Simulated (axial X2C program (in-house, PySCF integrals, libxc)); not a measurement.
**A two-component session on PdSi⁺: EOM-EA-CCSD levels**

Wanted for PdSi⁺: EOM-EA-CCSD levels, at the two-component level.

The runs use an in-house X2C program for linear molecules on PySCF integrals; two-component X2C with atomic mean-field terms, Pd dyall-acv3z, Si dyall-av3z.

All values are calculated.

**1. The job**

task.json reads:

```json
{"zs": [46, 14], "q": 1, "bas": ["dyall-acv3z", "dyall-av3z"], "r0": 2.36, "eom": "ea", "thr": -2.0, "nmax": 92, "grid": [1, 0.96, 1.045, 0.92, 1.09, 1.15]}
```

Keys: zs atomic numbers; q charge; bas basis sets; r0 starting distance in Å; eom kind of EOM run; thr threshold in hartree for freezing inner shells (an s shell follows its p shell); nmax most natural virtual spinors; grid distances as factors.

Launch:

```
> python soeom.py task.json out
```

Nuclei are Gaussian, cores are contracted, and the Gaunt term is on.

**2. EOM-EA-CCSD at 2.104 Å**

Reference: the closed shell PdSi²⁺; 12 electrons correlated, 92 virtual spinors; roots sought by Ω: 1/2: 5, 3/2: 4, 5/2: 2, 7/2: 1.

Output:

```text
two-component X2C + atomic mean field  HF
basis functions 221  fitting functions 1082  grid points 5082
iter        total energy     max residual
   1      -5329.421873380     4.74e-01
   2      -5329.447875574     1.58e-02
   3      -5329.448188388     8.38e-02
   4      -5329.450879172     9.03e-03
   5      -5329.451027422     1.94e-03
   6      -5329.451155392     5.31e-03
   7      -5329.451182287     2.33e-03
   8      -5329.451190689     1.36e-04
   9      -5329.451191148     1.41e-04
  10      -5329.451191259     5.81e-05
  11      -5329.451191347     3.24e-05
  12      -5329.451191371     3.17e-05
  13      -5329.451191378     9.11e-06
  14      -5329.451191379     1.71e-06
converged
one-electron -7646.43131959  Coulomb 2320.38221050  exact exchange -162.71823847  xc functional 0.00000000  nuclear repulsion 161.97249232  atomic mean-field constant -2.65633613
correlated 12  virtual 312  natural virtual 92  E(MP2) -0.470104728  MP2 remainder -0.066131203
iter   CCSD correlation   residual
   1     -0.347975642   2.80e-01
   2     -0.368705365   1.94e-01
   3     -0.373219535   4.07e-02
   4     -0.373453780   1.75e-02
   5     -0.373633308   6.98e-03
   6     -0.373744883   3.61e-03
   7     -0.373722957   1.46e-03
   8     -0.373726733   6.86e-04
   9     -0.373746166   3.80e-04
  10     -0.373736430   2.12e-04
  11     -0.373740070   1.02e-04
  12     -0.373740145   3.90e-05
  13     -0.373739321   2.27e-05
  14     -0.373739466   1.50e-05
  15     -0.373739197   9.17e-06
  16     -0.373739225   4.18e-06
  17     -0.373739265   1.89e-06
  18     -0.373739240   1.03e-06
  19     -0.373739244   6.50e-07
(T) -0.022531660  T1 0.0431  D1 0.0674  max T2 0.106
EOM-EA-CCSD roots
2*Omega      energy/Eh   energy/eV  one-particle weight
    1      -0.50919758    -13.8560      0.950
    1      -0.48093595    -13.0869      0.948
    1      -0.36489172     -9.9292      0.901
    1      -0.30870305     -8.4002      0.000
    1      -0.30821829     -8.3870      0.001
    3      -0.47916305    -13.0387      0.948
    3      -0.30877741     -8.4023      0.003
    3      -0.30778212     -8.3752      0.000
    3      -0.29096950     -7.9177      0.576
    5      -0.31848281     -8.6664      0.000
    5      -0.30684583     -8.3497      0.000
    7      -0.26632997     -7.2472      0.000
```

T1 in the output is the amplitude norm over the root of the electron number; divide by √2 for the Lee–Taylor value.

```
  Ω  binding energy (eV)  above lowest (cm⁻¹)                           spinor  weight
1/2               13.856                    0  55% Si pσ, 26% Pd sσ, 14% Pd dσ    0.95
1/2               13.087                 6200  72% Si pπ, 11% Pd dπ, 11% Pd pπ    0.95
3/2               13.039                 6590  72% Si pπ, 12% Pd dπ, 11% Pd pπ    0.95
1/2                9.929                31670  35% Pd pσ, 31% Pd sσ, 14% Si pσ    0.90
```

It took 19 s on 1 thread of Intel Xeon 6975P-C (Granite Rapids), shared host; peak memory 0.8 GiB.

**3. EOM-EA-CCSD at 2.020 Å**

```
  Ω  binding energy (eV)  above lowest (cm⁻¹)                           spinor  weight
1/2               13.906                    0  58% Si pσ, 27% Pd sσ, 11% Pd dσ    0.95
1/2               13.039                 6990  69% Si pπ, 13% Pd pπ, 12% Pd dπ    0.95
3/2               12.986                 7420  69% Si pπ, 13% Pd dπ, 12% Pd pπ    0.95
1/2                9.887                32420  36% Pd pσ, 29% Pd sσ, 14% Si pσ    0.91
3/2                7.866                48710             47% Pd pπ, 40% Si dπ    0.82
```

It took 17 s on 1 thread of Intel Xeon 6975P-C (Granite Rapids), shared host; peak memory 0.82 GiB.

**4. EOM-EA-CCSD at 2.199 Å**

| Ω | binding energy (eV) | above lowest (cm⁻¹) | spinor | weight |
| --- | --- | --- | --- | --- |
| 1/2 | 13.769 | 0 | 52% Si pσ, 25% Pd sσ, 18% Pd dσ | 0.95 |
| 1/2 | 13.127 | 5180 | 75% Si pπ, 10% Pd dπ, 9% Pd pπ | 0.95 |
| 3/2 | 13.085 | 5510 | 76% Si pπ, 10% Pd dπ, 9% Pd pπ | 0.95 |
| 1/2 | 9.969 | 30650 | 33% Pd pσ, 33% Pd sσ, 14% Si pσ | 0.89 |

Wall time 18 s (1 thread of Intel Xeon 6975P-C (Granite Rapids), shared host); peak memory 0.82 GiB.

**5. EOM-EA-CCSD at 1.936 Å**

```csv
Ω,binding energy (eV),above lowest (cm⁻¹),spinor,weight
1/2,13.928,0,"59% Si pσ, 27% Pd sσ, 9% Pd dσ",0.95
1/2,12.984,7610,"66% Si pπ, 14% Pd pπ, 13% Pd dπ",0.95
3/2,12.926,8080,"66% Si pπ, 14% Pd pπ, 14% Pd dπ",0.95
1/2,9.835,33010,"37% Pd pσ, 27% Pd sσ, 14% Si pσ",0.92
1/2,7.921,48450,"44% Pd pπ, 41% Si dπ, 6% Pd dπ",0.85
3/2,7.850,49020,"45% Pd pπ, 41% Si dπ, 6% Pd dπ",0.71
```

Wall time 17 s (1 thread of Intel Xeon 6975P-C (Granite Rapids), shared host); peak memory 0.82 GiB.

**6. EOM-EA-CCSD at 2.293 Å**

```csv
Ω,binding energy (eV),above lowest (cm⁻¹),spinor,weight
1/2,13.657,0,"49% Si pσ, 23% Pd sσ, 22% Pd dσ",0.95
1/2,13.149,4100,"78% Si pπ, 9% Pd dπ, 8% Pd pπ",0.94
3/2,13.115,4370,"79% Si pπ, 9% Pd dπ, 8% Pd pπ",0.94
1/2,9.999,29510,"34% Pd sσ, 30% Pd pσ, 14% Si pσ",0.87
```

Wall time 18 s (1 thread of Intel Xeon 6975P-C (Granite Rapids), shared host); peak memory 0.82 GiB.

**7. EOM-EA-CCSD at 2.420 Å**

```
  Ω  binding energy (eV)  above lowest (cm⁻¹)                           spinor  weight
1/2               13.498                    0  43% Si pσ, 27% Pd dσ, 20% Pd sσ    0.94
1/2               13.153                 2790    79% Si pπ, 8% Pd dπ, 6% Pd pπ    0.94
3/2               13.131                 2960    83% Si pπ, 7% Pd dπ, 7% Pd pπ    0.94
1/2               10.028                27990  37% Pd sσ, 27% Pd pσ, 15% Si pσ    0.86
```

Wall time 19 s (1 thread of Intel Xeon 6975P-C (Granite Rapids), shared host); peak memory 0.82 GiB.

**8. Curves of the states**

Energies in eV from the lowest point of the lowest state; states are followed by energy order within each Ω.

| R (Å) | (1)Ω=1/2 | (2)Ω=1/2 | (1)Ω=3/2 | (3)Ω=1/2 |
| --- | --- | --- | --- | --- |
| 1.936 | 0.2309 | 1.1745 | 1.2328 | 4.3234 |
| 2.020 | 0.0249 | 0.8916 | 0.9451 | 4.0443 |
| 2.104 | 0.0000 | 0.7690 | 0.8173 | 3.9268 |
| 2.199 | 0.1141 | 0.7558 | 0.7974 | 3.9141 |
| 2.293 | 0.3165 | 0.8246 | 0.8587 | 3.9747 |
| 2.420 | 0.6447 | 0.9901 | 1.0122 | 4.1156 |

Constants where the minimum is well bracketed (masses 105.903 and 27.977 u):

| state | Te (cm⁻¹) | Re (Å) | ωe (cm⁻¹) |
| --- | --- | --- | --- |
| (1)Ω=1/2 | 0 | 2.075 | 490 |
| (2)Ω=1/2 | 6100 | 2.162 | 366 |
| (1)Ω=3/2 | 6460 | 2.169 | 358 |
| (3)Ω=1/2 | 31580 | 2.162 | 350 |

**9. Summary of results**

| quantity | value |
| --- | --- |
| lowest root at 2.104 Å | Ω = 1/2, 13.856 eV |
| next root led by one particle | Ω = 1/2, about 6200 cm⁻¹ higher |
| T1 of the reference | 0.030 |
| lowest state, Re and ωe | 2.075 Å, 490 cm⁻¹ |

In words: The added electron is bound by 13.86 eV in a spinor of 55% Si pσ, 26% Pd sσ, 14% Pd dσ. Errors of 0.1 to 0.3 eV are usual at this size, and roots led by higher excitations are left out, so the list is incomplete, and low states of that kind can be missing. T1 or the largest double amplitude of the reference is raised, which lowers the reliability. The bond is 0.048 Å shorter than in the closed-shell reference at CCSD (2.123 Å).
